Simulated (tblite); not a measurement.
# C6H8AlPS: the cost of one run

The runs use tblite 0.8.0 and PySCF 2.14.0, with density-fitted response routines of our own; the level of theory stands in each step. All values are computed, except where a source is named. Atoms count from 0, in the outputs and in this text.

**1. The starting structure**

17 atoms, charge 0, multiplicity 1; geometry from: force field or distance geometry start.

Bonds of the start (Å): Al0–P1 2.25, P1–C2 1.81, C2–C3 1.36, C3–C4 1.37, C4–S5 1.78, S5–C6 1.67, P1–C7 1.78, C7–C8 1.34, C8–P1 1.78, C6–C2 1.37, Al0–H9 1.58, Al0–H10 1.61, Al0–H11 1.62, C3–H12 1.07, C4–H13 1.11, C6–H14 1.11, C7–H15 1.10, C8–H16 1.10.

**2. Relaxing the molecule with GFN2-xTB**

Job settings and geometry (Å):

```
{"job": {"kind": "relax", "xc": "GFN2-xTB", "basis": "xTB"}, "charge": 0, "multiplicity": 1}
Al    -2.177400     1.477800     0.041000
P     -0.870700    -0.350300     0.007300
C      0.896700    -0.000600     0.159500
C      1.742900     0.057300    -0.907200
C      3.024300     0.340300    -0.520300
S      3.158600     0.570300     1.243800
C      1.524400     0.266500     1.349900
C     -1.483000    -1.945700     0.497600
C     -1.369000    -1.835700    -0.830600
H     -1.351900     2.788600    -0.292700
H     -2.808200     1.604800     1.517900
H     -3.408300     1.363800    -1.003300
H      1.436100    -0.124900    -1.917300
H      3.907600     0.437500    -1.188000
H      1.058000     0.295700     2.354500
H     -1.793100    -2.639000     1.300000
H     -1.493900    -2.294400    -1.822100
```

Command:

```
$ OMP_NUM_THREADS=1 python probes_run.py task.json out
```

One launch serves the whole session: the jobs run in the order shown.

**Question.** How long does this first job take on 1 thread of Arm Neoverse V2, shared host, and how much memory does it need?

About 1.9 s, with a peak of 0.18 GiB.
